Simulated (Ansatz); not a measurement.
# C2H5Cl3Sn: how energies converge with the basis set

One table from this session's results is given with a row withheld; the runs are named, their logs left out.

The runs use Ansatz 0.2.0, Gaussian basis; one geometry, several basis sets.

Levels to be run: PBE0-D4/def2-SVP; ωB97M-V/def2-SVP; PBE0-D4/def2-QZVPP; ωB97M-V/def2-QZVPP; the functionals' def2-TZVPP values are taken from earlier runs.

## The relaxed structure

All runs share one geometry, relaxed beforehand with PBE0-D4 in a triple-zeta def2 set. Sn takes the def2 core potential; no spin-orbit term is included.

SMILES `C[CH2][Sn]([Cl])([Cl])[Cl]`, 11 atoms, charge 0, spin multiplicity 1.

Atoms are counted from 1 here; the program's logs count them from 0.

Bond lengths: C1–C2 1.519 Å, C1–H7 1.092 Å, C1–H8 1.092 Å, C1–H9 1.093 Å, C2–Sn3 2.131 Å, C2–H10 1.092 Å, C2–H11 1.092 Å, Sn3–Cl4 2.314 Å, Sn3–Cl5 2.314 Å, Sn3–Cl6 2.311 Å. Angles: C2–C1–H7 111.8°, C2–C1–H8 111.8°, C2–C1–H9 110.1°, H7–C1–H8 107.9°, H7–C1–H9 107.6°, H8–C1–H9 107.6°, C1–C2–Sn3 112.0°, C1–C2–H10 112.6°, C1–C2–H11 112.6°, Sn3–C2–H10 105.6°, Sn3–C2–H11 105.6°, H10–C2–H11 108.1°, C2–Sn3–Cl4 111.3°, C2–Sn3–Cl5 111.3°, C2–Sn3–Cl6 113.7°, Cl4–Sn3–Cl5 106.3°, Cl4–Sn3–Cl6 106.9°, Cl5–Sn3–Cl6 106.9°.

The first run:

Contents of in.yaml:

```yaml
crystal:
  periodic: [false, false, false]
  atoms:
    - {symbol: C, position_ang: [0.689745, -1.378922, 0.274519]}
    - {symbol: C, position_ang: [0.032861, -0.144539, 0.867405]}
    - {symbol: Sn, position_ang: [-0.588149, 1.228472, -0.638912]}
    - {symbol: Cl, position_ang: [-2.104514, 0.255391, -2.091168]}
    - {symbol: Cl, position_ang: [1.200271, 1.921777, -1.933629]}
    - {symbol: Cl, position_ang: [-1.589599, 3.135114, 0.200187]}
    - {symbol: H, position_ang: [1.581100, -1.125383, -0.302942]}
    - {symbol: H, position_ang: [0.008510, -1.924388, -0.381722]}
    - {symbol: H, position_ang: [0.996141, -2.060660, 1.072350]}
    - {symbol: H, position_ang: [0.706443, 0.417772, 1.517082]}
    - {symbol: H, position_ang: [-0.867606, -0.381633, 1.437432]}
basis:
  gaussian: {orbitals: def2-SVP}
hamiltonian: {xc: pbe0, dispersion: d4}
output: {orbitals: {seedname: orbitals}}
```

Steps of the session up to this table: PBE0-D4 in def2-SVP; ωB97M-V in def2-SVP; PBE0-D4 in def2-QZVPP; ωB97M-V in def2-QZVPP.

One table of the session follows, with a row left open; its other results are not shown here.

It belongs to the step «Functionals by basis». 

```
functional       basis  HOMO (eV)  LUMO (eV)
   PBE0-D4    def2-SVP      -8.64      -1.78
   PBE0-D4  def2-TZVPP      -8.71      -1.95
   PBE0-D4  def2-QZVPP          ?          ?
   ωB97M-V    def2-SVP     -10.70       0.34
   ωB97M-V  def2-TZVPP     -10.81       0.07
   ωB97M-V  def2-QZVPP     -10.83      -0.06
```

Estimate the missing values for PBE0-D4, def2-QZVPP.

As computed: HOMO (eV): -8.73; LUMO (eV): -2.00. In the column «HOMO (eV)» it lies between ωB97M-V, def2-SVP (-10.70) and PBE0-D4, def2-TZVPP (-8.71).
